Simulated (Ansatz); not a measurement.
# CO2: the cost of one run

Method: DFT r2SCAN, scalar-relativistic, plane waves, PAW, in Ansatz 0.2.0.

1 further run of the same task is left out (it didn't finish).

### 1 The system as given

It takes space group Pa-3 (No. 205, cubic). The conventional cell has a = 5.497 Å, b = 5.497 Å, c = 5.497 Å, α = 90.00°, β = 90.00°, γ = 90.00°. C (site symmetry -3) is surrounded by 2 O at 1.17 Å. Around O (site symmetry 3) lie 1 C at 1.17 Å.

Coordinates:

```
CELL_PARAMETERS angstrom
5.49707 0.00000 0.00000
0.00000 5.49707 0.00000
0.00000 0.00000 5.49707
ATOMIC_POSITIONS crystal
C 0.00000 0.00000 0.00000
C 0.50000 0.00000 0.50000
C 0.50000 0.50000 0.00000
C 0.00000 0.50000 0.50000
O 0.12254 0.12254 0.12254
O 0.37746 0.87746 0.62254
O 0.62254 0.37746 0.87746
O 0.87746 0.62254 0.37746
O 0.87746 0.87746 0.87746
O 0.62254 0.12254 0.37746
O 0.37746 0.62254 0.12254
O 0.12254 0.37746 0.62254
```

This is candidate A: structure listed in a database for this formula (Pa-3, No. 205).

(A quick probe on a coarse mesh, which set the mesh and smearing, is not shown.)

### 3 A loose first relaxation (candidate A)

input.yaml reads:

```yaml
crystal:
  lattice:
    - [5.49707328, 0.0, 0.0]
    - [0.0, 5.49707328, 0.0]
    - [0.0, 0.0, 5.49707328]
  atoms:
    - { symbol: C, position: [0.0, 0.0, 0.0] }
    - { symbol: C, position: [0.5, 0.0, 0.5] }
    - { symbol: C, position: [0.5, 0.5, 0.0] }
    - { symbol: C, position: [0.0, 0.5, 0.5] }
    - { symbol: O, position: [0.12253698, 0.12253698, 0.12253698] }
    - { symbol: O, position: [0.37746302, 0.87746302, 0.62253698] }
    - { symbol: O, position: [0.62253698, 0.37746302, 0.87746302] }
    - { symbol: O, position: [0.87746302, 0.62253698, 0.37746302] }
    - { symbol: O, position: [0.87746302, 0.87746302, 0.87746302] }
    - { symbol: O, position: [0.62253698, 0.12253698, 0.37746302] }
    - { symbol: O, position: [0.37746302, 0.62253698, 0.12253698] }
    - { symbol: O, position: [0.12253698, 0.37746302, 0.62253698] }
basis:
  ecutwfc: 500
kpoints:
  mp_grid: { grid: [4, 4, 4] }
hamiltonian:
  xc: r2scan
scf:
  occupations: { method: gaussian, width: 0.1 }
  lower_state_search: "off"
output:
  forces: true
  stress: true
  eigenvalues: true
relax:
  adjacent_minimum: "off"
  f_tol: 0.04
  max_steps: 70
  cell: { stress_tol: 0.4 }
```

The run is started by

```sh
ansatz run input.yaml --threads 1 --pin off --max-ram 2560MiB --backend cpu --events-out ev --progress --plain --runs-dir out
```

**Question.** How long does this run take on 1 thread of Intel Xeon Platinum 8488C (Sapphire Rapids), shared host, and how much memory does it need?

About 31 s, with a peak of 0.85 GiB.
